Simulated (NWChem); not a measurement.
**the pair ZnF2···GeH2: a chain of runs**

We compute the energy (singlet ZnGeH2F2, SVWN5/cc-pVDZ), then the energy (singlet ZnF2, SVWN5/cc-pVDZ), then the energy (singlet GeH2, SVWN5/cc-pVDZ), then a single-point energy (singlet ZnF2, SVWN5/cc-pVDZ), then a single-point energy (singlet GeH2, SVWN5/cc-pVDZ) of F2GeH2Zn and its partners. 

The results are computed with NWChem 7.3.0.

## (1) Starting point

The species is ZnGeH2F2 (6 atoms), meant as a singlet with charge 0. The two molecules were placed rigidly side by side, at 0.85 times their contact distance; the pair isn't optimised.

Bond lengths: F1–Zn2 1.732 Å, Zn2–F3 1.732 Å, Ge4–H5 1.595 Å, Ge4–H6 1.594 Å. Angles: F1–Zn2–F3 180.0°, H5–Ge4–H6 90.6°.

## (2) A single-point energy at SVWN5/cc-pVDZ (run 1)

m1.nw reads:

```
start m1
title "F2GeH2Zn"
memory total 2200 mb

geometry units angstroms noautosym nocenter noautoz
  F    -1.401270    0.744700   -0.693000
  Zn   -0.000070   -0.000200   -0.000100
  F     1.401330   -0.744500    0.693100
  Ge    2.583620    1.757910    1.979320
  H     3.839960    2.299930    2.798080
  H     3.540060    1.267620    0.801590
end

basis spherical bse
  * library cc-pVDZ
end

dft
  xc slater vwn_5
  grid fine
  convergence energy 1e-08
  iterations 100
  mulliken
  print low
end

task dft energy
```

Started as:

```bash
$ nwchem m1.nw > m1.out
```

Standard output:

```text
Northwest Computational Chemistry Package (NWChem) 7.3.0
             --------------------------------------------------------

           Job information
           ---------------

    nwchem branch   = 7.3.0
    use scalapack   = T
    input           = m1.nw
    prefix          = m1.
    data base       = ./m1.db
    status          = startup
    nproc           =        1

           Memory information
           ------------------

    heap     =     72089596 doubles =      550.0 Mbytes
    stack    =     72089601 doubles =      550.0 Mbytes
    global   =    144179200 doubles =     1100.0 Mbytes (distinct from heap & stack)
    total    =    288358397 doubles =     2200.0 Mbytes
    verify   = yes
    hardfail = no

           Directory information
           ---------------------

  0 permanent = .
  0 scratch   = .

                                NWChem Input Module
                                -------------------

                                     F2GeH2Zn
                                     --------

[... 27 lines left out ...]
            Nuclear Dipole moment (a.u.)
[... 81 lines left out ...]
           Memory utilization after 1st SCF pass:
           Heap Space remaining (MW):       36.18            36184740
          Stack Space remaining (MW):       72.09            72088884

   convergence    iter        energy       DeltaE   RMS-Dens  Diis-err    time
 ---------------- ----- ----------------- --------- --------- ---------  ------
 d= 0,ls=0.0,diis     1  -4049.7756711417 -4.48D+03  2.97D-02  2.05D+00    84.9
 d= 0,ls=0.5,diis     2  -4046.2722708013  3.50D+00  8.58D-03  2.52D+01   121.1
 d= 0,ls=0.5,diis     3  -4047.9477777617 -1.68D+00  9.59D-03  9.80D+00   157.9
 d= 0,ls=0.5,diis     4  -4049.1304054492 -1.18D+00  7.15D-03  3.89D+00   194.1
 d= 0,ls=0.5,diis     5  -4049.7611343204 -6.31D-01  3.95D-03  6.37D-01   230.3
 d= 0,ls=0.5,diis     6  -4049.8910601028 -1.30D-01  2.51D-03  1.58D-01   266.9
  Resetting Diis
 d= 0,ls=0.5,diis     7  -4049.9400348794 -4.90D-02  1.71D-03  4.17D-02   302.9
 d= 0,ls=0.5,diis     8  -4049.9583435911 -1.83D-02  1.37D-03  2.03D-02   339.0
 d= 0,ls=0.5,diis     9  -4049.9668429110 -8.50D-03  8.95D-04  1.23D-02   375.5
```

Run time: 6.5 min. Hardware: 1 thread of Intel Xeon 6975P-C (Granite Rapids), shared host.

The run was cut off at its time limit.

## (3) ZnF2: a single-point energy at SVWN5/cc-pVDZ (run 2)

struct.nw reads:

```
echo
start struct
title "F2Zn energy"
memory stack 880 mb heap 220 mb global 1100 mb
geometry units angstrom noautosym nocenter noautoz
 F     -1.401270     0.744700    -0.693000
 Zn    -0.000070    -0.000200    -0.000100
 F      1.401330    -0.744500     0.693100
end
basis spherical bse
 * library cc-pVDZ
end
dft
 xc slater vwn_5
 grid fine
 convergence energy 1e-08
 iterations 100
 mulliken
 noprint "final vectors analysis"
end
task dft
```

Started as:

```bash
$ nwchem struct.nw > struct.out
```

Standard output:

```text
============================== echo of input deck ==============================
echo
start struct
title "F2Zn energy"
memory stack 880 mb heap 220 mb global 1100 mb
geometry units angstrom noautosym nocenter noautoz
 F     -1.401270     0.744700    -0.693000
 Zn    -0.000070    -0.000200    -0.000100
 F      1.401330    -0.744500     0.693100
end
basis spherical bse
 * library cc-pVDZ
end
dft
 xc slater vwn_5
 grid fine
 convergence energy 1e-08
 iterations 100
 mulliken
 noprint "final vectors analysis"
end
task dft
================================================================================

             Northwest Computational Chemistry Package (NWChem) 7.3.0
             --------------------------------------------------------

           Job information
           ---------------

    nwchem branch   = 7.3.0
    use scalapack   = T
    input           = struct.nw
    prefix          = struct.
    data base       = ./struct.db
    status          = startup
    nproc           =        1

           Memory information
           ------------------

[... 5 lines left out ...]
    hardfail = no
[... 35 lines left out ...]
            Nuclear Dipole moment (a.u.)
[... 67 lines left out ...]
  convergence criterion.
[... 16 lines left out ...]
          Convergence on density requested:  1.00D-05
[... 18 lines left out ...]
          Spatial weights used:  Erf1
[... 3 lines left out ...]
          Convergence aids based upon iterative change in
[... 33 lines left out ...]
   Time after variat. SCF:     41.2

     ---------------------------------------------
      Total Density - Mulliken Population Analysis
     ---------------------------------------------

    Atom       Charge   Shell Charges
 -----------   ------   -------------------------------------------------------
    1 F    9     9.75   2.00  0.92  1.04  3.55  2.24  0.00
    2 Zn  30    28.50   2.00  2.00  2.00  0.01  0.33  0.01  6.00  6.00  0.16 -0.04  0.04  9.57  0.00  0.43  0.00
    3 F    9     9.75   2.00  0.92  1.04  3.55  2.24  0.00
   Time prior to 1st pass:     41.2

 Grid_pts file          = ./struct.gridpts.0
 Record size in doubles =  12289        No. of grid_pts per rec  =   3070
 Max. records in memory =     99        Max. recs in file   = *********

           Memory utilization after 1st SCF pass:
           Heap Space remaining (MW):        0.00                 112
          Stack Space remaining (MW):      115.34           115342844

   convergence    iter        energy       DeltaE   RMS-Dens  Diis-err    time
 ---------------- ----- ----------------- --------- --------- ---------  ------
 d= 0,ls=0.0,diis     1  -1974.8610660957 -2.15D+03  3.21D-02  1.84D+00    59.9
 d= 0,ls=0.0,diis     2  -1973.8981069857  9.63D-01  2.29D-02  1.21D+01    78.5
 d= 0,ls=0.0,diis     3  -1975.0213678648 -1.12D+00  5.46D-03  2.59D-01    97.1
```

Run time: 1.9 min. Hardware: 1 thread of Intel Xeon 6975P-C (Granite Rapids), shared host.

The run was cut off at its time limit.

## (4) GeH2: a single-point energy at SVWN5/cc-pVDZ (run 3)

test.nw reads:

```
start test
memory 2200 mb
charge 0
geometry units angstrom noautosym nocenter noautoz
  Ge    2.583620    1.757910    1.979320
  H     3.839960    2.299930    2.798080
  H     3.540060    1.267620    0.801590
end
basis spherical bse
  * library cc-pVDZ
end
dft
  xc slater vwn_5
  grid fine
  convergence energy 1e-08
  maxiter 100
  mulliken
  noprint "final vectors analysis"
end
task dft energy
```

Started as:

```bash
$ nwchem test.nw > test.out
```

Standard output:

```text
[...]
          Wavefunction type:  closed shell.
          No. of atoms     :     3
          No. of electrons :    34
[...]
          Charge           :     0
          Spin multiplicity:     1
[...]
          AO basis - number of functions:    37
[...]
              XC Information
              --------------
                        Slater Exchange Functional  1.000 local
                      VWN V Correlation Functional  1.000 local
[...]
 d= 0,ls=0.0,diis     1  -2074.9086018094 -2.10D+03  1.75D-02  1.91D-01     2.6
[...]
 d= 0,ls=0.0,diis     7  -2074.9320891090 -8.41D-10  3.83D-07  1.43D-10     9.2
         Total DFT energy =    -2074.932089109020
      One electron energy =    -2937.091748028072
           Coulomb energy =      917.140113978330
    Exchange-Corr. energy =      -76.454155633519
 Nuclear repulsion energy =       21.473700574242
[...]
      Total Density - Mulliken Population Analysis
     ---------------------------------------------
    Atom       Charge   Shell Charges
 -----------   ------   -------------------------------------------------------
    1 Ge  32    31.92   2.00  2.00  2.02  1.16  0.71  6.00  6.01  1.14  0.84  9.89  0.16
    2 H    1     1.04   0.66  0.37  0.01
    3 H    1     1.04   0.66  0.37  0.01
[...]
```

It took 9.9 s on 1 thread of Intel Xeon 6975P-C (Granite Rapids), shared host; peak memory 0.1 GiB.

## (5) ZnF2 among ghost functions: a single-point energy at SVWN5/cc-pVDZ (with ghost functions) (run 4)

test.nw reads:

```
start test
memory stack 880 mb heap 220 mb global 1100 mb
geometry units angstroms noautosym nocenter noautoz
  F       -1.401270       0.744700      -0.693000
  Zn      -0.000070      -0.000200      -0.000100
  F        1.401330      -0.744500       0.693100
  bqGe     2.583620     1.757910     1.979320
  bqH      3.839960     2.299930     2.798080
  bqH      3.540060     1.267620     0.801590
end
basis spherical bse
  F library cc-pVDZ
  Zn library cc-pVDZ
  bqGe library Ge cc-pVDZ
  bqH library H cc-pVDZ
end
dft
  xc slater vwn_5
  grid fine
  convergence energy 1e-08
  iterations 100
  mulliken
  noprint "final vectors analysis"
end
task dft
```

Started as:

```bash
$ nwchem test.nw > test.out
```

Standard output:

```text
Northwest Computational Chemistry Package (NWChem) 7.3.0
             --------------------------------------------------------

           Job information
           ---------------

    nwchem branch   = 7.3.0
    use scalapack   = T
    input           = test.nw
    prefix          = test.
    data base       = ./test.db
    status          = startup
    nproc           =        1

           Memory information
           ------------------

    heap     =     28835840 doubles =      220.0 Mbytes
    stack    =    115343357 doubles =      880.0 Mbytes
    global   =    144179200 doubles =     1100.0 Mbytes (distinct from heap & stack)
    total    =    288358397 doubles =     2200.0 Mbytes
    verify   = yes
    hardfail = no

           Directory information
           ---------------------

  0 permanent = .
  0 scratch   = .

                                NWChem Input Module
                                -------------------

 Scaling coordinates for geometry "geometry" by  1.889725989
 (inverse scale =  0.529177249)

[... 22 lines left out ...]
            Nuclear Dipole moment (a.u.)
[... 72 lines left out ...]
  convergence criterion.
[... 16 lines left out ...]
          Convergence on density requested:  1.00D-05
[... 20 lines left out ...]
          Spatial weights used:  Erf1
[... 3 lines left out ...]
          Convergence aids based upon iterative change in
[... 49 lines left out ...]
 Grid_pts file          = ./test.gridpts.0
 Record size in doubles =  12289        No. of grid_pts per rec  =   3070
 Max. records in memory =    190        Max. recs in file   = *********

           Memory utilization after 1st SCF pass:
           Heap Space remaining (MW):        0.00                 500
          Stack Space remaining (MW):      115.34           115342644

   convergence    iter        energy       DeltaE   RMS-Dens  Diis-err    time
 ---------------- ----- ----------------- --------- --------- ---------  ------
 d= 0,ls=0.0,diis     1  -1974.8649145924 -2.15D+03  2.20D-02  1.84D+00    78.2
 d= 0,ls=0.0,diis     2  -1973.8850513828  9.80D-01  1.56D-02  1.23D+01   113.9
 d= 0,ls=0.0,diis     3  -1975.0257750861 -1.14D+00  3.60D-03  2.50D-01   149.4
 d= 0,ls=0.0,diis     4  -1975.0221975997  3.58D-03  2.32D-03  4.33D-01   185.2
 d= 0,ls=0.0,diis     5  -1975.0382768313 -1.61D-02  1.48D-04  4.67D-04   220.5
```

Run time: 4.2 min. Hardware: 1 thread of Intel Xeon 6975P-C (Granite Rapids), shared host.

Time ran out before the run finished.

## (6) GeH2 among ghost functions: the energy at SVWN5/cc-pVDZ (with ghost functions) (run 5)

geh2.nw reads:

```
start geh2
title "GeH2 SVWN5"
memory 2200 mb
geometry units angstroms noautosym nocenter noautoz
  Ge    2.583620    1.757910    1.979320
  H     3.839960    2.299930    2.798080
  H     3.540060    1.267620    0.801590
  bqF     -1.401270     0.744700    -0.693000
  bqZn    -0.000070    -0.000200    -0.000100
  bqF      1.401330    -0.744500     0.693100
end
basis spherical bse
  Ge library cc-pVDZ
  H library cc-pVDZ
  bqF library F cc-pVDZ
  bqZn library Zn cc-pVDZ
end
dft
  xc slater vwn_5
  mult 1
  grid fine
  convergence energy 1e-08
  maxiter 100
  mulliken
  print low
end
task dft energy
```

Started as:

```bash
$ nwchem geh2.nw > geh2.out
```

Standard output:

```text
[...]
 d= 0,ls=0.0,diis     1  -2074.9087455810 -2.10D+03  6.03D-03  1.94D-01    38.8
[...]
 d= 0,ls=0.0,diis     8  -2074.9323302034 -5.59D-10  9.33D-08  6.30D-11   270.2
         Total DFT energy =    -2074.932330203427
      One electron energy =    -2937.065137355306
           Coulomb energy =      917.111866876746
    Exchange-Corr. energy =      -76.452760299108
 Nuclear repulsion energy =       21.473700574242
[...]
      Total Density - Mulliken Population Analysis
     ---------------------------------------------
    Atom       Charge   Shell Charges
 -----------   ------   -------------------------------------------------------
    1 Ge  32    31.91   2.00  2.00  2.02  1.16  0.70  6.00  6.01  1.14  0.83  9.89  0.16
    2 H    1     1.04   0.66  0.37  0.01
    3 H    1     1.04   0.66  0.37  0.01
    4 X    0    -0.00   0.00  0.00 -0.00 -0.00 -0.00 -0.00
    5 X    0     0.02  -0.00 -0.00 -0.00 -0.00 -0.00  0.01 -0.00 -0.00  0.00 -0.01  0.01  0.00  0.00 -0.00 -0.00
    6 X    0    -0.00   0.00  0.00 -0.00 -0.00  0.00 -0.00
[...]
```

Wall time 4.5 min (1 thread of Intel Xeon 6975P-C (Granite Rapids), shared host); peak memory 0.16 GiB.

## (7) Outcome

| quantity | value |
| --- | --- |
| GeH2: total energy | -2074.93209 Eh |
| GeH2: dipole moment | 0.03 D |
| GeH2 among ghost functions: total energy | -2074.93233 Eh |
| run 1, SVWN5/cc-pVDZ | no result (timeout) |
| ZnF2 | no result (timeout) |
| ZnF2 among ghost functions | no result (timeout) |

In words: 3 of the 5 runs did not end normally.
